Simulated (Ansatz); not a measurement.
# NiRh: how the settings move a single-point run

How sensitive is a single-point run of NiRh to its settings? A reference run comes first, then one run with altered input.

Program: Ansatz 0.2.0. Level of theory: reference: DFT, PBEsol, PAW with Ansatz's default frozen-core files, scalar-relativistic. These are calculated values, not measurements.

## (1) Starting point

The structure is trigonal, space group R-3m (No. 166). The conventional cell has a = 2.460 Å, b = 2.460 Å, c = 11.546 Å, α = 90.00°, β = 90.00°, γ = 120.00°. Ni (site symmetry -3m) has 6 Rh at 2.39 Å and 6 Ni at 2.46 Å as nearest neighbours. Around Rh (site symmetry -3m) lie 6 Ni at 2.39 Å and 6 Rh at 2.46 Å.

Coordinates:

```cif
data_structure
_symmetry_space_group_name_H-M 'R-3m:H'
_symmetry_Int_Tables_number 166
_cell_length_a 2.4600
_cell_length_b 2.4600
_cell_length_c 11.5456
_cell_angle_alpha 90.000
_cell_angle_beta 90.000
_cell_angle_gamma 120.000
_cell_volume 60.51
loop_
_atom_site_label
_atom_site_type_symbol
_atom_site_symmetry_multiplicity
_atom_site_Wyckoff_symbol
_atom_site_fract_x
_atom_site_fract_y
_atom_site_fract_z
_atom_site_occupancy
Ni1 Ni 3 a 0.00000 0.00000 0.00000 1
Rh1 Rh 3 b 0.66667 0.33333 0.83333 1
```

## (2) Reference

input.yaml

```yaml
crystal:
  lattice:
    - [1.2300111983, 0.7101472964, 3.8485167545]
    - [-1.2300111983, 0.7101472964, 3.8485167545]
    - [0.0, -1.4202945928, 3.8485167545]
  atoms:
    - { symbol: Ni, position: [0.0, 0.0, 0.0] }
    - { symbol: Rh, position: [0.5, 0.5, 0.5] }
kpoints:
  mp_grid: { grid: [15, 15, 15] }
scf:
  occupations: { method: fermi_dirac, width: 0.05 }
  lower_state_search: "off"
hamiltonian:
  xc: pbesol
  pseudopotentials: { kind: paw }
output:
  forces: true
  stress: true
  eigenvalues: true
```

The run is started by

```
> ansatz run input.yaml --threads 1 --pin off --max-ram 3072MiB --backend cpu --events-out ev --progress --plain --runs-dir out
```

## (3) Variant: mp_grid.shift [0.5, 0.5, 0.5], accuracy low

Changes to input.yaml since step 2:

```diff
@@ -9,3 +9,3 @@
 kpoints:
-  mp_grid: { grid: [15, 15, 15] }
+  mp_grid: { grid: [15, 15, 15], shift: [0.5, 0.5, 0.5] }
 scf:
@@ -20 +20,2 @@
   eigenvalues: true
+accuracy: low
```

**Question.** What will these runs give? Wanted: for each run, ending; energy change; pressure; gap; force.

**Answer**, as computed:

| run | ending | energy change | pressure (GPa) | gap (eV) | force (eV/Å) | cycles | time |
| --- | --- | --- | --- | --- | --- | --- | --- |
| reference | converged | 0 | 75.0 | 0.00 | 0.00 | 6 | 9 s |
| 1: mp_grid.shift [0.5, 0.5, 0.5], accuracy low | converged | -0.1 meV/atom | 75.0 | 0.00 | 0.00 | 6 | 9.1 s |

Residual by cycle in the longest SCF loop of each run; runs are numbered as in the table. The quantity is the density residual dr2, in eV.

| cycle | reference | run 1 |
| --- | --- | --- |
| 1 | 0.0468 | 0.047 |
| 2 | 0.01 | 0.0102 |
| 3 | 5.4e-4 | 5.4e-4 |
| 4 | 2.2e-5 | 2.2e-5 |
| 5 | 1.3e-7 | 1.3e-7 |
| 6 | 4.8e-9 | 4.7e-9 |

What this shows: Changing the k-point mesh leaves the energy as it was (-0.1 meV/atom). The structure is not at rest: the sound run finds 75 GPa, so these are no properties of the relaxed crystal. 
